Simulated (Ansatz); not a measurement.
# Sr3O: the cost of one run

Program: Ansatz 0.2.0. Level of theory: DFT PBE, scalar-relativistic, plane waves, PAW. These are calculated values, not measurements.

3 further runs of the same task are left out: 3 set aside as unsound or not needed.

## 1. The structure to begin with

It takes space group Pm-3m (No. 221, cubic). Conventional cell: a = 4.686 Å, b = 4.686 Å, c = 4.686 Å, α = 90.00°, β = 90.00°, γ = 90.00°. Sr (site symmetry 4/mmm) has 8 Sr at 3.31 Å and 4 O at 3.31 Å as nearest neighbours. Around O (site symmetry m-3m) lie 12 Sr at 3.31 Å.

Structure file:

```
CELL_PARAMETERS angstrom
4.68633 0.00000 0.00000
0.00000 4.68633 0.00000
0.00000 0.00000 4.68633
ATOMIC_POSITIONS crystal
Sr 0.00000 0.50000 0.50000
Sr 0.50000 0.00000 0.50000
Sr 0.50000 0.50000 0.00000
O 0.00000 0.00000 0.00000
```

This is candidate A: Cu3Au (L1_2) type (Pm-3m, No. 221).

(A quick probe on a coarse mesh, which set the mesh and smearing, is not shown.)

## 3. Rough relaxation on the coarse mesh (candidate A)

Contents of input.yaml:

```yaml
crystal:
  lattice:
    - [4.6863334993, 0.0, 0.0]
    - [0.0, 4.6863334993, 0.0]
    - [0.0, 0.0, 4.6863334993]
  atoms:
    - { symbol: Sr, position: [0.0, 0.5, 0.5] }
    - { symbol: Sr, position: [0.5, 0.0, 0.5] }
    - { symbol: Sr, position: [0.5, 0.5, 0.0] }
    - { symbol: O, position: [0.0, 0.0, 0.0] }
basis:
  ecutwfc: 420
kpoints:
  mp_grid: { grid: [4, 4, 4] }
hamiltonian:
  xc: pbe
scf:
  occupations: { method: gaussian, width: 0.1 }
  lower_state_search: "off"
output:
  forces: true
  stress: true
  eigenvalues: true
relax:
  adjacent_minimum: "off"
  f_tol: 0.04
  max_steps: 70
  cell: { stress_tol: 0.4 }
```

Run with:

```
$ ansatz run input.yaml --threads 1 --pin off --max-ram 2560MiB --backend cpu --events-out ev --progress --plain --runs-dir out
```

Q: Estimate wall time and peak memory on 1 thread of Arm Neoverse V2, shared host.

About 11 s, with a peak of 0.34 GiB.
